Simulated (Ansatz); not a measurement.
**Ca3AsP in Ansatz: convergence with k mesh**

Input of the first run (k mesh 2 × 2 × 2); the others differ in this setting and in those tied to it:

File input.yaml:

```yaml
crystal:
  lattice:
    - [5.333899, 0.0, 0.0]
    - [0.0, 5.333899, 0.0]
    - [0.0, 0.0, 5.333899]
  atoms:
    - { symbol: As, position: [0.0, 0.0, 0.0] }
    - { symbol: Ca, position: [0.5, 0.5, 0.0] }
    - { symbol: Ca, position: [0.5, 0.0, 0.5] }
    - { symbol: Ca, position: [0.0, 0.5, 0.5] }
    - { symbol: P, position: [0.5, 0.5, 0.5] }
hamiltonian:
  xc: pbe
  pseudopotentials: { kind: paw }
kpoints:
  mp_grid: { grid: [2, 2, 2] }
scf:
  occupations: { method: methfessel_paxton, width: 0.05 }
output:
  forces: true
  stress: true
  eigenvalues: true
```

Potentials or basis: Ansatz PAW.

Launch:

```sh
$ ansatz run input.yaml --threads 2 --pin off --max-ram 5632MiB --backend cpu --events-out ev --progress --plain --runs-dir out
```

The cell comes from a database or a generator and needn't be the stable form of this composition.

Hardware: 2 threads of Arm Neoverse V2 (shared host).

**Question.** The values tried are 2 × 2 × 2, 3 × 3 × 3, 4 × 4 × 4, 5 × 5 × 5, 6 × 6 × 6, 7 × 7 × 7, 8 × 8 × 8, loosest first. From which on does the energy stay within 1 meV/atom of the tightest run that finished?

**Answer.** From 5 × 5 × 5 on.

```
   k mesh  energy less the tightest run, at zero smearing (meV/atom)  pressure (GPa)  gap on the mesh (eV)  SCF cycles  CPU time (s)  peak memory (GiB)
2 × 2 × 2                                                     120.90            0.50                 0.104           8           1.6               0.35
3 × 3 × 3                                                      13.59           -0.07                 0.175           7           1.6               0.35
4 × 4 × 4                                                       2.79           -0.10                 0.185           6           2.8               0.39
5 × 5 × 5                                                       0.78           -0.10                 0.188           7           2.9               0.39
6 × 6 × 6                                                       0.26           -0.10                 0.189           7             5               0.41
7 × 7 × 7                                                       0.08           -0.10                 0.189           7           5.1               0.41
8 × 8 × 8                                                       0.00           -0.09                 0.189           7           8.5               0.45
```

Against the tightest run, the pressure stays within 0.1 GPa from 3 × 3 × 3 on; the gap on the mesh stays within 0.01 eV from 4 × 4 × 4 on. Meshes of other sizes hit other points, so gaps and Fermi surfaces needn't settle smoothly. The tightest run that finished is the yardstick and may itself not be fully converged.
